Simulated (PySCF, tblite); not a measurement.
# C₂H₆Cl₂GeO: dynamics, then NMR shifts on frames

Aim: move C₂H₆Cl₂GeO (`ClC(Cl)C[O][GeH3]`) away from its starting geometry and see how NMR shifts follow the geometry.

The runs use tblite 0.8.0 and PySCF 2.14.0, with density-fitted response routines of our own; the level of theory stands in each step. All values are computed, except where a source is named. Atoms are numbered from 0 throughout.

**1. The starting structure**

12 atoms, charge 0, multiplicity 1; geometry from: GFN2-xTB.

Bonds of the start (Å): Cl0–C1 1.77, C1–Cl2 1.77, C1–C3 1.52, C3–O4 1.39, O4–Ge5 1.77, C1–H6 1.09, C3–H7 1.10, C3–H8 1.10, Ge5–H9 1.50, Ge5–H10 1.50, Ge5–H11 1.49.

**2. Thermal motion with GFN2-xTB**

What the job is given:

```
{"job": {"kind": "md", "xc": "GFN2-xTB", "basis": "xTB", "temperature": 600, "steps": 2000, "every": 50, "frames": 5}, "charge": 0, "multiplicity": 1}
Cl    -0.644732     0.935643    -1.608488
C     -1.346753     0.649597    -0.011429
Cl    -3.107994     0.562400    -0.134132
C     -0.786449    -0.651328     0.544696
O      0.568262    -0.559242     0.828629
Ge     1.900977    -0.094253    -0.244241
H     -1.085932     1.500188     0.621194
H     -0.995823    -1.458733    -0.168172
H     -1.301107    -0.875782     1.487456
H      1.819482    -0.814489    -1.556460
H      1.969459     1.396778    -0.403369
H      3.011809    -0.591465     0.618291
```

Level: GFN2-xTB Langevin dynamics, gas phase.

Command:

```bash
OMP_NUM_THREADS=1 python probes_run.py task.json out
```

This one command runs all jobs of the session in turn.

The program printed:

```text
t/fs     T/K      E/eV
    0.0   523.0   -610.85464
   25.0   382.3   -610.14529
   50.0   654.5   -610.12627
   75.0   741.8   -610.41791
  100.0   522.3   -610.28281
  125.0   381.6   -610.07422
  150.0   323.5   -610.35092
  175.0   501.5   -610.42359
  200.0   525.0   -610.19102
  225.0   742.4   -610.23262
  250.0   716.4   -609.90815
  275.0   600.8   -609.81134
  300.0   426.8   -609.65018
  325.0   491.2   -609.82989
  350.0   746.3   -610.17727
  375.0   529.8   -609.90544
  400.0   708.6   -609.93453
  425.0   612.5   -610.06348
  450.0   679.5   -610.03411
  475.0   578.6   -609.98266
  500.0   730.9   -610.06678
  525.0   603.3   -610.07936
  550.0   676.1   -610.20692
  575.0   555.4   -610.02702
  600.0   513.7   -609.76428
  625.0   630.8   -609.85720
  650.0   751.1   -610.25338
  675.0   513.6   -609.89630
  700.0   564.7   -610.08756
  725.0   571.7   -610.19248
  750.0   362.2   -610.28711
  775.0   287.1   -610.20036
  800.0   450.5   -610.31865
  825.0   338.1   -610.29505
  850.0   416.9   -610.15696
  875.0   301.1   -610.16325
  900.0   353.5   -610.23666
  925.0   418.2   -610.29139
  950.0   387.7   -610.04363
  975.0   358.6   -610.09148
 1000.0   369.5   -610.21945
```

Wall time 15 s (1 thread of Intel Xeon Platinum 8488C, shared host); peak memory 0.18 GiB.

Distance from the start (root mean square after alignment): 0 fs 0.00 Å, 200 fs 0.38 Å, 400 fs 1.42 Å, 600 fs 1.12 Å, 800 fs 1.29 Å, 1000 fs 1.18 Å.

Positions (Å) and forces (eV/Å) at 1000 fs:

```xyz
12

Cl   -1.541    1.372    0.405    0.516   -0.102    0.027
C    -1.602   -0.251    1.132   -0.451    0.970    0.036
Cl   -3.303   -0.717    1.042   -0.358   -0.423   -0.087
C    -0.755   -1.283    0.425    1.206   -0.271    3.179
O     0.603   -1.001    0.233   -0.277    0.359   -0.083
Ge    1.235   -0.005   -1.180   -1.628    0.289    0.090
H    -1.413   -0.229    2.195    0.439    0.555    0.286
H    -1.276   -1.530   -0.420   -0.891   -0.900   -2.458
H    -0.856   -2.098    1.228    0.576    0.172   -1.321
H     1.165    1.544   -0.923    0.128   -0.791   -0.022
H     2.619   -0.499   -1.433   -0.057   -0.118    0.088
H     0.092   -0.384   -2.207    0.798    0.259    0.264
```

**3. Nuclear shieldings: 250 fs, PBE0/pcSseg-1**

What the job is given:

```
{"job": {"kind": "nmr", "xc": "PBE0", "basis": "pcSseg-1", "pop": false}, "charge": 0, "multiplicity": 1}
Cl    -1.320400     0.882800    -1.565800
C     -1.665700     1.047300     0.131200
Cl    -3.281300     0.563100     0.724900
C     -0.740400     0.021300     0.844900
O      0.538500     0.445700     0.616800
Ge     1.770100     0.020700    -0.588200
H     -1.466900     2.103800     0.280300
H     -1.017400    -0.949500     0.553000
H     -1.047300     0.147600     1.884000
H      2.316700    -1.395200    -0.371900
H      1.202000    -0.050300    -1.928700
H      3.191300     0.888100    -0.178500
```

With the program's defaults for keys left out, this is: GIAO PBE0/pcSseg-1 NMR shielding, non-relativistic, gas phase.

The program printed:

```text
coarse grid: 50424 points
cycle   1  E = -3151.2568424346  dE =  5.683e-02  |g| = 1.104e+00  |ddm| = 3.247e+00
cycle   2  E = -3151.0395351322  dE =  2.173e-01  |g| = 1.516e+00  |ddm| = 1.691e+00
cycle   3  E = -3151.3807702193  dE = -3.412e-01  |g| = 2.547e-01  |ddm| = 1.286e+00
cycle   4  E = -3151.3915895269  dE = -1.082e-02  |g| = 7.094e-02  |ddm| = 2.268e-01
cycle   5  E = -3151.3921490672  dE = -5.595e-04  |g| = 1.450e-02  |ddm| = 5.833e-02
cycle   6  E = -3151.3921902811  dE = -4.121e-05  |g| = 6.095e-03  |ddm| = 1.637e-02
cycle   7  E = -3151.3921982666  dE = -7.986e-06  |g| = 1.015e-03  |ddm| = 5.749e-03
final grid: 102392 points
cycle   8  E = -3151.3922474187  dE =  4.896e-08  |g| = 1.184e-03  |ddm| = 2.470e-03
cycle   9  E = -3151.3922471309  dE =  2.877e-07  |g| = 1.642e-03  |ddm| = 2.622e-03
cycle  10  E = -3151.3922477112  dE = -5.803e-07  |g| = 1.697e-04  |ddm| = 1.512e-03
cycle  11  E = -3151.3922477179  dE = -6.677e-09  |g| = 2.706e-05  |ddm| = 1.636e-04
cycle  12  E = -3151.3922477180  dE = -9.823e-11  |g| = 4.168e-06  |ddm| = 2.185e-05
converged SCF energy = -3151.3922477180

GIAO shielding tensors (ppm)
atom      isotropic    diamagn.    paramagn.     s11        s22        s33       span
  0 Cl     731.679    1147.411    -415.732    578.516    656.550    959.971    381.456
  1 C       96.383     251.168    -154.785     40.179    106.087    142.883    102.704
  2 Cl     726.162    1144.858    -418.695    487.701    650.343   1040.443    552.742
  3 C      109.026     238.775    -129.749     79.823     95.764    151.491     71.668
  4 O      323.493     401.680     -78.187    244.591    349.005    376.884    132.293
  5 Ge    1408.805    2754.797   -1345.991   1266.674   1277.329   1682.413    415.739
  6 H       25.715      29.335      -3.620     19.558     26.259     31.327     11.769
  7 H       29.154      29.181      -0.026     24.770     28.841     33.853      9.083
  8 H       27.563      28.212      -0.649     21.704     29.865     31.119      9.415
  9 H       26.337      27.988      -1.652     20.038     21.729     37.243     17.205
 10 H       25.927      28.626      -2.699     17.106     25.634     35.040     17.934
 11 H       24.119      24.352      -0.233     18.916     20.484     32.956     14.040
```

Run time: 22 s. Hardware: 1 thread of Intel Xeon Platinum 8488C, shared host; peak memory 0.84 GiB.

Shifts follow as δ = σ(reference) − σ, with reference shieldings (ppm) from runs at the same level and on the same kind of geometry: 1H TMS 31.72, 13C TMS 186.9, 17O H2O 336.1, 73Ge GeMe4 1331, 35Cl HCl 950. The references are single molecules in the gas phase, so shifts against H2O, NH3, PH3, H3PO4 or CFCl3 are not on the usual liquid scales and can be off by tens of ppm. Each atom is listed at this fixed geometry, with no averaging over motion; a spectrum would average atoms that exchange fast.

```csv
atoms,environment,σ (ppm),δ (ppm)
C1,sp3 CH bonded to 2 Cl,96.4,90.5
C3,sp3 CH2 bonded to O,109.0,77.9
H11,hydrogen on a germanium bonded to O,24.12,7.60
H6,hydrogen on an sp3 CH bonded to 2 Cl,25.71,6.00
H10,hydrogen on a germanium bonded to O,25.93,5.79
H9,hydrogen on a germanium bonded to O,26.34,5.38
H8,hydrogen on an sp3 CH2 bonded to O,27.56,4.15
H7,hydrogen on an sp3 CH2 bonded to O,29.15,2.56
Cl2,chlorine bonded to C,726,224
Cl0,chlorine bonded to C,732,218
O4,"oxygen bonded to C, Ge",323.5,12.6
Ge5,"germanium bonded to O, 3 H",1409,-78
```

**4. NMR shieldings: 425 fs, PBE0/pcSseg-1**

What the job is given:

```
{"job": {"kind": "nmr", "xc": "PBE0", "basis": "pcSseg-1", "pop": false}, "charge": 0, "multiplicity": 1}
Cl    -1.662000     1.381900    -0.745100
C     -1.770900     0.614100     0.857800
Cl    -3.078700    -0.472300     1.074100
C     -0.485500    -0.269300     0.953000
O      0.708500     0.493400     0.691300
Ge     1.517100    -0.108700    -0.802300
H     -1.679500     1.313100     1.724300
H     -0.687300    -1.114900     0.268200
H     -0.326100    -0.592900     1.993400
H      3.038200    -0.149300    -0.452800
H      0.734200    -1.375000    -1.211900
H      1.634600     0.808500    -2.013700
```

Level: GIAO PBE0/pcSseg-1 NMR shielding, non-relativistic, gas phase.

The program printed:

```text
coarse grid: 50424 points
cycle   1  E = -3151.2640713835  dE = -5.369e-02  |g| = 1.109e+00  |ddm| = 3.239e+00
cycle   2  E = -3150.9648009681  dE =  2.993e-01  |g| = 1.641e+00  |ddm| = 1.886e+00
cycle   3  E = -3151.3885464848  dE = -4.237e-01  |g| = 3.086e-01  |ddm| = 1.490e+00
cycle   4  E = -3151.4045808952  dE = -1.603e-02  |g| = 7.479e-02  |ddm| = 2.517e-01
cycle   5  E = -3151.4051885044  dE = -6.076e-04  |g| = 1.757e-02  |ddm| = 5.935e-02
cycle   6  E = -3151.4052513696  dE = -6.287e-05  |g| = 6.945e-03  |ddm| = 1.922e-02
cycle   7  E = -3151.4052613275  dE = -9.958e-06  |g| = 1.039e-03  |ddm| = 6.425e-03
final grid: 102392 points
cycle   8  E = -3151.4052563670  dE = -1.112e-08  |g| = 1.170e-03  |ddm| = 2.739e-03
cycle   9  E = -3151.4052561390  dE =  2.280e-07  |g| = 1.557e-03  |ddm| = 2.547e-03
cycle  10  E = -3151.4052566424  dE = -5.034e-07  |g| = 1.753e-04  |ddm| = 1.438e-03
cycle  11  E = -3151.4052566495  dE = -7.131e-09  |g| = 2.939e-05  |ddm| = 1.671e-04
cycle  12  E = -3151.4052566497  dE = -1.346e-10  |g| = 6.309e-06  |ddm| = 2.493e-05
converged SCF energy = -3151.4052566497

GIAO shielding tensors (ppm)
atom      isotropic    diamagn.    paramagn.     s11        s22        s33       span
  0 Cl     714.331    1146.514    -432.183    486.279    646.188   1010.527    524.248
  1 C      102.018     250.501    -148.483     62.409    114.658    128.987     66.578
  2 Cl     756.529    1145.046    -388.518    572.503    683.150   1013.933    441.429
  3 C       93.120     243.773    -150.653     52.280     89.112    137.968     85.688
  4 O      284.882     400.443    -115.561    205.961    314.905    333.779    127.818
  5 Ge    1343.192    2754.933   -1411.741   1123.884   1223.089   1682.603    558.720
  6 H       25.723      27.897      -2.174     21.303     24.815     31.052      9.750
  7 H       28.111      28.832      -0.721     22.753     28.696     32.885     10.132
  8 H       26.555      29.068      -2.514     21.142     27.670     30.852      9.710
  9 H       25.560      26.975      -1.415     19.030     21.249     36.401     17.372
 10 H       26.170      27.510      -1.340     20.169     24.071     34.270     14.101
 11 H       25.941      28.058      -2.117     19.352     22.363     36.107     16.755
```

Wall time 23 s (1 thread of Intel Xeon Platinum 8488C, shared host); peak memory 0.89 GiB.

Key values: δ C3 93.8, C1 84.9, Cl0 235, Cl2 193, H9 6.16, H6 5.99 ppm.

**5. Nuclear shieldings: 625 fs, PBE0/pcSseg-1**

What the job is given:

```
{"job": {"kind": "nmr", "xc": "PBE0", "basis": "pcSseg-1", "pop": false}, "charge": 0, "multiplicity": 1}
Cl    -1.860200     1.192900    -0.130600
C     -1.499500     0.137900     1.274900
Cl    -3.093300    -0.663500     1.390000
C     -0.464000    -1.055300     0.983300
O      0.770100    -0.568100     0.499300
Ge     1.166800     0.122800    -0.934800
H     -1.191600     0.869200     2.056900
H     -0.878600    -1.650400     0.178900
H     -0.408300    -1.569800     1.947900
H      0.669600     1.557000    -1.117300
H      2.577900     0.234700    -0.404000
H      0.593400    -0.475600    -2.271900
```

Level: GIAO PBE0/pcSseg-1 NMR shielding, non-relativistic, gas phase.

The program printed:

```text
coarse grid: 50424 points
cycle   1  E = -3151.2201091938  dE =  7.057e-02  |g| = 1.133e+00  |ddm| = 3.243e+00
cycle   2  E = -3150.9582152559  dE =  2.619e-01  |g| = 1.601e+00  |ddm| = 1.751e+00
cycle   3  E = -3151.3606259251  dE = -4.024e-01  |g| = 2.555e-01  |ddm| = 1.307e+00
cycle   4  E = -3151.3716363630  dE = -1.101e-02  |g| = 7.215e-02  |ddm| = 2.144e-01
cycle   5  E = -3151.3721665610  dE = -5.302e-04  |g| = 1.021e-02  |ddm| = 5.123e-02
cycle   6  E = -3151.3721809086  dE = -1.435e-05  |g| = 5.644e-03  |ddm| = 1.180e-02
cycle   7  E = -3151.3721879381  dE = -7.029e-06  |g| = 1.127e-03  |ddm| = 5.180e-03
final grid: 102392 points
cycle   8  E = -3151.3721675410  dE =  2.325e-07  |g| = 1.566e-03  |ddm| = 2.889e-03
cycle   9  E = -3151.3721667049  dE =  8.362e-07  |g| = 2.457e-03  |ddm| = 3.593e-03
cycle  10  E = -3151.3721680972  dE = -1.392e-06  |g| = 1.365e-04  |ddm| = 2.155e-03
cycle  11  E = -3151.3721681009  dE = -3.709e-09  |g| = 1.981e-05  |ddm| = 1.342e-04
cycle  12  E = -3151.3721681009  dE = -4.820e-11  |g| = 3.448e-06  |ddm| = 1.286e-05
converged SCF energy = -3151.3721681009

GIAO shielding tensors (ppm)
atom      isotropic    diamagn.    paramagn.     s11        s22        s33       span
  0 Cl     608.144    1147.639    -539.495    275.350    608.918    940.164    664.813
  1 C       95.351     247.372    -152.021     58.515     96.860    130.678     72.163
  2 Cl     603.157    1144.629    -541.473    231.862    588.953    988.655    756.794
  3 C      103.479     241.570    -138.091     72.372     96.149    141.916     69.544
  4 O      307.900     401.440     -93.541    220.587    336.312    366.800    146.214
  5 Ge    1417.574    2757.316   -1339.742   1262.846   1315.002   1674.874    412.028
  6 H       25.120      27.465      -2.346     21.812     23.296     30.250      8.437
  7 H       28.056      28.201      -0.144     22.632     27.734     33.804     11.172
  8 H       27.162      27.466      -0.304     22.520     28.511     30.455      7.935
  9 H       25.765      29.066      -3.301     17.632     25.104     34.559     16.927
 10 H       26.045      28.322      -2.277     17.788     22.557     37.792     20.004
 11 H       25.334      26.848      -1.514     20.199     21.017     34.787     14.588
```

It took 22 s on 1 thread of Intel Xeon Platinum 8488C, shared host; peak memory 0.89 GiB.

Key values: δ C1 91.6, C3 83.4, Cl2 347, Cl0 342, H6 6.60, H11 6.38 ppm.

**6. Shielding tensors: 800 fs, PBE0/pcSseg-1**

What the job is given:

```
{"job": {"kind": "nmr", "xc": "PBE0", "basis": "pcSseg-1", "pop": false}, "charge": 0, "multiplicity": 1}
Cl    -1.588900     1.516500    -0.189000
C     -1.631200     0.250400     1.073300
Cl    -3.255900    -0.467200     1.357700
C     -0.772500    -0.975300     0.581500
O      0.466500    -0.559900     0.192700
Ge     1.048900     0.056800    -1.402600
H     -1.443900     0.737400     2.005900
H     -1.424000    -1.556400    -0.112400
H     -0.562300    -1.681500     1.421700
H      1.362100     1.588800    -1.110600
H      2.147700    -0.841200    -1.538600
H      0.018100    -0.080500    -2.591500
```

Method: GIAO PBE0/pcSseg-1 NMR shielding, non-relativistic, gas phase.

The program printed:

```text
coarse grid: 50424 points
cycle   1  E = -3151.2617811733  dE = -6.401e-02  |g| = 1.128e+00  |ddm| = 3.208e+00
cycle   2  E = -3150.9836093969  dE =  2.782e-01  |g| = 1.624e+00  |ddm| = 1.907e+00
cycle   3  E = -3151.3964119040  dE = -4.128e-01  |g| = 2.745e-01  |ddm| = 1.491e+00
cycle   4  E = -3151.4088655210  dE = -1.245e-02  |g| = 7.350e-02  |ddm| = 2.417e-01
cycle   5  E = -3151.4094309810  dE = -5.655e-04  |g| = 1.609e-02  |ddm| = 5.878e-02
cycle   6  E = -3151.4094818474  dE = -5.087e-05  |g| = 6.852e-03  |ddm| = 1.824e-02
cycle   7  E = -3151.4094920249  dE = -1.018e-05  |g| = 1.088e-03  |ddm| = 6.420e-03
cycle   8  E = -3151.4094922628  dE = -2.379e-07  |g| = 2.038e-04  |ddm| = 1.365e-03
final grid: 102392 points
cycle   9  E = -3151.4094952500  dE = -3.444e-08  |g| = 1.964e-04  |ddm| = 1.009e-03
cycle  10  E = -3151.4094952455  dE =  4.448e-09  |g| = 2.456e-04  |ddm| = 4.098e-04
cycle  11  E = -3151.4094952589  dE = -1.341e-08  |g| = 3.881e-05  |ddm| = 2.346e-04
cycle  12  E = -3151.4094952592  dE = -2.647e-10  |g| = 7.995e-06  |ddm| = 3.172e-05
converged SCF energy = -3151.4094952592

GIAO shielding tensors (ppm)
atom      isotropic    diamagn.    paramagn.     s11        s22        s33       span
  0 Cl     733.269    1147.048    -413.779    521.331    697.437    981.038    459.707
  1 C       91.588     245.208    -153.621     36.582    108.276    129.906     93.323
  2 Cl     703.801    1144.509    -440.708    477.346    603.305   1030.750    553.404
  3 C      105.209     238.464    -133.255     72.622     94.044    148.959     76.337
  4 O      307.876     402.454     -94.578    227.869    331.650    364.110    136.241
  5 Ge    1383.796    2755.589   -1371.793   1272.336   1293.296   1585.756    313.420
  6 H       25.582      28.785      -3.203     19.625     27.000     30.122     10.497
  7 H       27.667      27.800      -0.133     22.485     28.430     32.086      9.601
  8 H       26.233      27.081      -0.848     20.652     27.469     30.578      9.926
  9 H       25.185      26.949      -1.763     18.512     23.057     33.987     15.475
 10 H       27.365      29.652      -2.287     18.918     22.774     40.403     21.485
 11 H       25.595      26.979      -1.384     19.677     22.981     34.127     14.450
```

Wall time 21 s (1 thread of Intel Xeon Platinum 8488C, shared host); peak memory 0.89 GiB.

In short: δ C1 95.3, C3 81.7, Cl2 246, Cl0 217, H9 6.53, H6 6.13 ppm.

**7. Nuclear shieldings: 1000 fs, PBE0/pcSseg-1**

What the job is given:

```
{"job": {"kind": "nmr", "xc": "PBE0", "basis": "pcSseg-1", "pop": false}, "charge": 0, "multiplicity": 1}
Cl    -1.541100     1.371700     0.404600
C     -1.601700    -0.250800     1.132200
Cl    -3.303300    -0.717100     1.042000
C     -0.755200    -1.283000     0.424600
O      0.603200    -1.001100     0.233400
Ge     1.234700    -0.005100    -1.180300
H     -1.413100    -0.229100     2.195300
H     -1.276300    -1.529800    -0.420500
H     -0.856000    -2.097900     1.227500
H      1.165000     1.544500    -0.923100
H      2.619500    -0.499500    -1.432600
H      0.091800    -0.384400    -2.207000
```

Level: GIAO PBE0/pcSseg-1 NMR shielding, non-relativistic, gas phase.

The program printed:

```text
coarse grid: 50424 points
cycle   1  E = -3151.2655021809  dE = -3.710e-02  |g| = 1.115e+00  |ddm| = 3.218e+00
cycle   2  E = -3150.9891058338  dE =  2.764e-01  |g| = 1.613e+00  |ddm| = 1.885e+00
cycle   3  E = -3151.3942847392  dE = -4.052e-01  |g| = 2.886e-01  |ddm| = 1.468e+00
cycle   4  E = -3151.4081991143  dE = -1.391e-02  |g| = 7.399e-02  |ddm| = 2.509e-01
cycle   5  E = -3151.4087875329  dE = -5.884e-04  |g| = 1.557e-02  |ddm| = 5.838e-02
cycle   6  E = -3151.4088340377  dE = -4.650e-05  |g| = 6.748e-03  |ddm| = 1.750e-02
cycle   7  E = -3151.4088437433  dE = -9.706e-06  |g| = 1.092e-03  |ddm| = 6.399e-03
final grid: 102392 points
cycle   8  E = -3151.4088247520  dE =  6.001e-08  |g| = 1.259e-03  |ddm| = 2.696e-03
cycle   9  E = -3151.4088244186  dE =  3.334e-07  |g| = 1.734e-03  |ddm| = 2.878e-03
cycle  10  E = -3151.4088250901  dE = -6.715e-07  |g| = 1.805e-04  |ddm| = 1.657e-03
cycle  11  E = -3151.4088250977  dE = -7.537e-09  |g| = 2.389e-05  |ddm| = 1.655e-04
cycle  12  E = -3151.4088250978  dE = -9.368e-11  |g| = 2.885e-06  |ddm| = 1.934e-05
converged SCF energy = -3151.4088250978

GIAO shielding tensors (ppm)
atom      isotropic    diamagn.    paramagn.     s11        s22        s33       span
  0 Cl     701.454    1147.438    -445.984    456.809    660.992    986.560    529.751
  1 C      101.059     245.126    -144.068     64.408    109.147    129.621     65.213
  2 Cl     691.179    1144.957    -453.778    416.769    637.956   1018.812    602.042
  3 C      109.771     236.959    -127.188     75.661     98.315    155.336     79.676
  4 O      300.722     399.417     -98.695    241.725    309.188    351.254    109.529
  5 Ge    1369.992    2755.952   -1385.960   1227.505   1294.310   1588.162    360.657
  6 H       25.986      28.877      -2.891     21.960     25.440     30.558      8.598
  7 H       29.823      29.592       0.231     23.763     30.615     35.092     11.329
  8 H       26.416      25.891       0.525     20.421     27.993     30.835     10.414
  9 H       25.116      27.361      -2.245     17.880     23.743     33.724     15.844
 10 H       26.380      27.857      -1.477     19.474     21.451     38.215     18.741
 11 H       25.658      27.131      -1.473     20.089     23.158     33.725     13.636
```

Wall time 21 s (1 thread of Intel Xeon Platinum 8488C, shared host); peak memory 0.89 GiB.

This run: δ C1 85.9, C3 77.2, Cl2 259, Cl0 248, H9 6.60, H11 6.06 ppm.

**8. Run by run: NMR shifts**

Shifts (ppm) of some atoms, chosen among heavy atoms and hydrogens apart, with basis size and wall time:

```csv
frame,C3,H11,H7,Cl2,Cl0,O4,Ge5,functions,time
250 fs,77.9,7.60,2.56,224,218,12.6,-78,170,22 s
425 fs,93.8,5.78,3.61,193,235,51.2,-12,170,23 s
625 fs,83.4,6.38,3.66,347,342,28.2,-87,170,22 s
800 fs,81.7,6.12,4.05,246,217,28.2,-53,170,21 s
1000 fs,77.2,6.06,1.89,259,248,35.4,-39,170,21 s
```

**9. Outcome**

| quantity | value |
| --- | --- |
| thermostat | 600 K |
| mean temperature, second half | 484 K |
| mean potential energy above the minimum | 0.72 eV |
| 13C shifts against TMS (PBE0/pcSseg-1, 250 fs) | 90.5, 77.9 ppm |
| 1H shifts against TMS (PBE0/pcSseg-1, 250 fs) | 7.60, 6.00, 5.79, 5.38, 4.15, 2.56 ppm |
| 35Cl shifts against HCl (PBE0/pcSseg-1, 250 fs) | 224, 218 ppm |
| 17O shifts against H2O (PBE0/pcSseg-1, 250 fs) | 12.6 ppm |
| 73Ge shifts against GeMe4 (PBE0/pcSseg-1, 250 fs) | -78 ppm |
| range of the shift of Cl2 | 193 to 347 ppm |

**Reading.** In the second half the potential energy averages 0.72 eV above the minimum; equipartition over 30 harmonic modes at 600 K would give 0.78 eV. With 12 atoms the temperature swings widely (287 to 751 K). C1 stands next to heavy halogen, whose spin-orbit shielding this run leaves out, so the computed shift lies too far downfield, most of all for carbon beside Br or I. Shifts at one fixed geometry are not the observed spectrum, which averages over the motion. In the first frame run (250 fs): The largest span, 553 ppm, is at Cl2, where the paramagnetic term is -419 ppm. Across the 5 runs the shift of Cl2 moves most, between 193 (425 fs) and 347 ppm (625 fs). Spin-orbit coupling is left out, which matters for shieldings and couplings at and beside the heavy atoms.
